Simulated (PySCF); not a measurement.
# K4H4 ((KH)4 ring): levels of theory compared

We compute a comparison of 6 runs (HF/def2-SVP, B3LYP/6-31G*, PBE/def2-SVPD, MP2/6-311G**, CCSD/def2-SVP) of K4H4 ((KH)4 ring). 

Program for the calculation: PySCF 2.14.0.

1 further run of the same task is left out (it didn't finish).

## Step 1: The system as given

The species is K4H4 (8 atoms), meant as a singlet with charge 0. The shape comes from GFN2-xTB, which is rough for such elements, and wasn't checked as a minimum.

Bond lengths: K1–H2 1.889 Å, H2–K3 1.890 Å, K3–H4 1.876 Å, H4–K5 1.875 Å, K5–H6 1.889 Å, H6–K7 1.890 Å, K1–H8 1.875 Å, K7–H8 1.876 Å. Angles: K1–H2–K3 141.4°, K3–H4–K5 168.7°, K5–H6–K7 141.4°, K1–H8–K7 168.7°, H2–K1–H8 115.2°, H2–K3–H4 114.7°, H4–K5–H6 115.2°, H6–K7–H8 114.7°.

## Step 2: Energy and gradient at HF/def2-SVP (run 1)

File start.xyz:

```xyz
8
H4K4
K      2.030970    -1.351020    -0.829860
H      2.436860    -0.081220     0.508630
K      1.620190     1.230210     1.597240
H     -0.223670     1.441610     1.321600
K     -2.023420     1.380570     0.798770
H     -2.437140     0.082290    -0.509650
K     -1.627520    -1.260000    -1.566050
H      0.223720    -1.442440    -1.320680
```

File run.py:

```python
import pyscf.grad
from pyscf import gto

molecule = gto.Mole()
molecule.atom = 'start.xyz'
molecule.verbose = 4
molecule.basis = 'def2-svp'
molecule.max_memory = 1860
molecule.build()

calc0 = molecule.RHF()
calc0.conv_tol = 1e-10
calc0.kernel()
if not calc0.converged:
    calc0 = calc0.newton().run(calc0.mo_coeff, calc0.mo_occ)

etot = calc0.e_tot
print(f'total energy: {etot:.8f} hartree')
grad = calc0.Gradients().kernel()
calc0.analyze()
```

Launch:

```
$ OMP_NUM_THREADS=1 python run.py
```

Output:

```text
PySCF version 2.14.0

[... 92 lines left out ...]
MO #11  energy= -11.3671383152922  occ= 2
[... 20 lines left out ...]
MO #32  energy= -0.8339847064395   occ= 2
[... 20 lines left out ...]
MO #53  energy= 0.147966106459241  occ= 0
[... 20 lines left out ...]
MO #74  energy= 0.398570293653605  occ= 0
[... 20 lines left out ...]
MO #95  energy= 0.871614070719046  occ= 0
[... 20 lines left out ...]
MO #116 energy= 2.13519912269173   occ= 0
[... 127 lines left out ...]
Dipole moment(X, Y, Z, Debye):  0.00183, -0.00159,  0.00095
```

It took 20 s on 1 thread of Intel Xeon at 2.70GHz, shared host; peak memory 0.29 GiB.

## Step 3: Energy and forces at B3LYP/6-31G(d) (spherical functions) (run 2)

File run.py:

```python
import pyscf.grad
from pyscf import gto, dft

mol = gto.M(
    atom='''
K      3.837977    -2.553058    -1.568208
H      4.604998    -0.153484     0.961171
K      3.061715     2.324760     3.018346
H     -0.422675     2.724248     2.497462
K     -3.823710     2.608899     1.509457
H     -4.605527     0.155506    -0.963099
K     -3.075567    -2.381055    -2.959406
H      0.422770    -2.725817    -2.495723
''',
    unit='bohr',
    spin=0,
    verbose=4,
    charge=0,
    max_memory=1860,
    basis='6-31g*',
)

mf = dft.RKS(mol, xc='b3lyp')
mf.conv_tol = 1e-10
mf.grids.level = 5
mf.kernel()
if not mf.converged:
    mf = mf.newton().run(mf.mo_coeff, mf.mo_occ)

e_final = mf.e_tot
print('E = %.10f Eh' % e_final)
grad = mf.Gradients().kernel()
mf.analyze()
```

Launch:

```
$ OMP_NUM_THREADS=1 python run.py
```

Output:

```text
PySCF version 2.14.0

[... 102 lines left out ...]
MO #6   energy= -13.092471059616   occ= 2
[... 17 lines left out ...]
MO #24  energy= -1.28496474352295  occ= 2
[... 17 lines left out ...]
MO #42  energy= -0.00773735267612596 occ= 0
[... 17 lines left out ...]
MO #60  energy= 0.0858783702724386 occ= 0
[... 17 lines left out ...]
MO #78  energy= 0.320842069490221  occ= 0
[... 17 lines left out ...]
MO #96  energy= 1.15511688974671   occ= 0
[... 107 lines left out ...]
Dipole moment(X, Y, Z, Debye):  0.00172, -0.00155,  0.00096
```

Run time: 78 s. Hardware: 1 thread of Intel Xeon at 2.70GHz, shared host; peak memory 0.95 GiB.

Run 3 isn't shown in full; the table further down has it.

## Step 4: Energy and gradient at PBE/def2-SVPD (run 4)

File job.py:

```python
import pyscf.grad
from pyscf import gto, dft

molecule = gto.Mole()
molecule.atom = '''
K      2.030970    -1.351020    -0.829860
H      2.436860    -0.081220     0.508630
K      1.620190     1.230210     1.597240
H     -0.223670     1.441610     1.321600
K     -2.023420     1.380570     0.798770
H     -2.437140     0.082290    -0.509650
K     -1.627520    -1.260000    -1.566050
H      0.223720    -1.442440    -1.320680
'''
molecule.charge = 0
molecule.verbose = 4
molecule.max_memory = 1860
molecule.basis = 'def2-svpd'
molecule.build()

mf = dft.RKS(molecule)
mf.xc = 'pbe'
mf.conv_tol = 1e-10
mf.grids.level = 5
mf.kernel()
if not mf.converged:
    mf = mf.newton().run(mf.mo_coeff, mf.mo_occ)

e_tot = mf.e_tot
print('E = %.10f Eh' % e_tot)
grad = mf.Gradients().kernel()
dip = mf.dip_moment()
pop, q = mf.mulliken_pop()
```

Launch:

```
$ OMP_NUM_THREADS=1 python job.py
```

Output:

```text
PySCF version 2.14.0

[... 79 lines left out ...]
converged SCF energy = -2400.64474193624
[... 13 lines left out ...]
Dipole moment(X, Y, Z, Debye):  0.00166, -0.00137,  0.00087
[... 149 lines left out ...]
charge of    7H =     -0.44435
```

Run time: 70 s. Hardware: 1 thread of Intel Xeon at 2.70GHz, shared host; peak memory 1.6 GiB.

Run 5 isn't shown in full; the table further down has it.

## Step 5: A single-point energy at CCSD/def2-SVP (run 6)

File run.py:

```python
from pyscf import gto, scf, cc

system = gto.M(
    atom='''
K        2.030970      -1.351020      -0.829860
H        2.436860      -0.081220       0.508630
K        1.620190       1.230210       1.597240
H       -0.223670       1.441610       1.321600
K       -2.023420       1.380570       0.798770
H       -2.437140       0.082290      -0.509650
K       -1.627520      -1.260000      -1.566050
H        0.223720      -1.442440      -1.320680
''',
    charge=0,
    basis='def2-svp',
    max_memory=1860,
    verbose=3,
    spin=0,
)

mf = scf.RHF(system)
mf.conv_tol = 1e-10
mf.kernel()
if not mf.converged:
    mf = mf.newton().run(mf.mo_coeff, mf.mo_occ)

mycc = cc.CCSD(mf, frozen=20)
mycc.kernel()
etot = mycc.e_tot
print('Final energy', etot)
mf.analyze()
```

Launch:

```
$ OMP_NUM_THREADS=1 python run.py
```

Output:

```text
converged SCF energy = -2398.31738558073
[... 18 lines left out ...]
MO #16  energy= -11.3668981465876  occ= 2
[... 19 lines left out ...]
MO #36  energy= -0.826866104652735 occ= 2
[... 19 lines left out ...]
MO #56  energy= 0.161349185264978  occ= 0
[... 19 lines left out ...]
MO #76  energy= 0.428941535347179  occ= 0
[... 19 lines left out ...]
MO #96  energy= 0.877757582643997  occ= 0
[... 19 lines left out ...]
MO #116 energy= 2.13519912269173   occ= 0
[... 9 lines left out ...]
Dipole moment(X, Y, Z, Debye):  0.00183, -0.00159,  0.00095
```

It took 56 s on 1 thread of Intel Xeon at 2.70GHz, shared host; peak memory 0.93 GiB.

## Step 6: The series

```csv
run,level,integration grid,Cartesian functions,energy (Eh),dipole moment (D) of the reference,HOMO energy (eV),LUMO energy (eV),wall time
1,HF/def2-SVP,–,no,-2398.317386,0.00,-6.04,0.65,20 s
2,B3LYP/6-31G* (spherical functions),5,no,-2401.739641,0.00,-3.38,-0.25,78 s
3,B3LYP/6-31G* (Cartesian functions),5,yes,-2401.743990,0.00,-3.37,-0.24,80 s
4,PBE/def2-SVPD,5,no,-2400.644742,0.00,-2.57,-0.50,70 s
5,MP2/6-311G**,–,no,-2399.418472,0.00,-6.18,0.69,2.6 min
6,CCSD/def2-SVP,–,no,-2398.662265,0.00,-6.04,0.65,56 s
```

## Step 7: Results

| quantity | value |
| --- | --- |
| run 6: total energy | -2398.66226 Eh |
| run 6: dipole moment (Hartree–Fock density) | 0.00 D |
| run 6: HOMO energy (Hartree–Fock orbitals) | -6.04 eV |
| run 6: LUMO energy (Hartree–Fock orbitals) | 0.65 eV |
| run 6: HOMO–LUMO gap (Hartree–Fock orbitals) | 6.69 eV |
| run 6: correlation energy (20 core orbitals frozen) | -344.9 mEh |
| run 6: T1 diagnostic | 0.013 |

**Reading.** Over runs 1, 2, 3, 4 the HOMO–LUMO gap runs from 2.08 eV (PBE/def2-SVPD) to 6.69 eV (HF/def2-SVP). The two ends differ in method and basis. Totals of different functionals can't be ranked against each other. All runs together took 7.7 min, the longest 2.6 min.
